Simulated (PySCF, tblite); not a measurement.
# C₆H₆ClF₃: geometry, infrared bands and NMR shifts

What infrared bands and NMR shifts should C₆H₆ClF₃ (`FC(F)(F)[C@]12C[C@](Cl)(C1)C2`) show?

Computed with tblite 0.8.0 and PySCF 2.14.0, with density-fitted response routines of our own, on a single molecule in the gas phase. Atoms are numbered from 0 throughout.

**1. Starting geometry**

16 atoms, charge 0, multiplicity 1; geometry from: force field or distance geometry start.

Bonds of the start (Å): F0–C1 1.35, C1–F2 1.35, C1–F3 1.35, C1–C4 1.48, C4–C5 1.57, C5–C6 1.58, C6–Cl7 1.71, C6–C8 1.57, C6–C9 1.57, C8–C4 1.58, C9–C4 1.58, C5–H10 1.10, C5–H11 1.10, C8–H12 1.09, C8–H13 1.09, C9–H14 1.09, C9–H15 1.09.

**2. Optimising the geometry with GFN2-xTB**

Job settings and geometry (Å):

```
{"job": {"kind": "relax", "xc": "GFN2-xTB", "basis": "xTB"}, "charge": 0, "multiplicity": 1}
F     -2.548000    -0.882200    -0.197500
C     -1.892100     0.297100    -0.231600
F     -2.356700     1.071400     0.771800
F     -2.140900     0.906900    -1.409300
C     -0.444600     0.066800    -0.046000
C      0.314100    -0.603600     1.153700
C      1.490600    -0.228400     0.168300
Cl     3.166500    -0.486000     0.371200
C      0.730100     1.127800    -0.016900
C      0.534900    -0.775700    -0.954200
H      0.284100    -0.074600     2.112300
H      0.127600    -1.671500     1.328100
H      0.911300     1.685200    -0.933800
H      0.736300     1.826800     0.824300
H      0.369300    -1.847800    -0.989400
H      0.709800    -0.403400    -1.962400
```

The run is started by

```bash
OMP_NUM_THREADS=1 python probes_run.py task.json out
```

One launch serves the whole session: the jobs run in the order shown.

**Question.** This job is followed by: GFN2-xTB harmonic vibrations, gas phase; GIAO PBE0/pcSseg-1 NMR shielding, non-relativistic, gas phase. Predict these results of the whole session: strongest single infrared mode (GFN2-xTB); zero-point energy (GFN2-xTB); ¹³C shifts against TMS (PBE0/pcSseg-1, means over atoms taken as alike); ¹H shifts against TMS (PBE0/pcSseg-1, means over atoms taken as alike); ¹⁹F shifts against CFCl3 (PBE0/pcSseg-1, means over atoms taken as alike); ³⁵Cl shifts against HCl (PBE0/pcSseg-1).

**Answer**, as computed:

| quantity | value |
| --- | --- |
| strongest single infrared mode (GFN2-xTB) | 1054 cm⁻¹, 149 km/mol |
| zero-point energy (GFN2-xTB) | 68.9 kcal/mol |
| ¹³C shifts against TMS (PBE0/pcSseg-1, means over atoms taken as alike) | 132.7, 58.3, 52.5, 34.4 ppm |
| ¹H shifts against TMS (PBE0/pcSseg-1, means over atoms taken as alike) | 2.10 ppm |
| ¹⁹F shifts against CFCl3 (PBE0/pcSseg-1, means over atoms taken as alike) | -89.4 ppm |
| ³⁵Cl shifts against HCl (PBE0/pcSseg-1) | 164 ppm |

**Reading.** The optimisation took 12 steps and gained 0.282 eV; among the close pairs (by a distance rule), C4–C8 changed most, from 1.583 to 1.541 Å. All 42 modes are real, so the xTB geometry is a minimum. Unscaled tight-binding wavenumbers are off by several per cent, some by more. Its intensities can rank the bands wrongly. At PBE0/pcSseg-1: Shielding is most anisotropic at Cl7 (span 437 ppm, paramagnetic term -360 ppm).
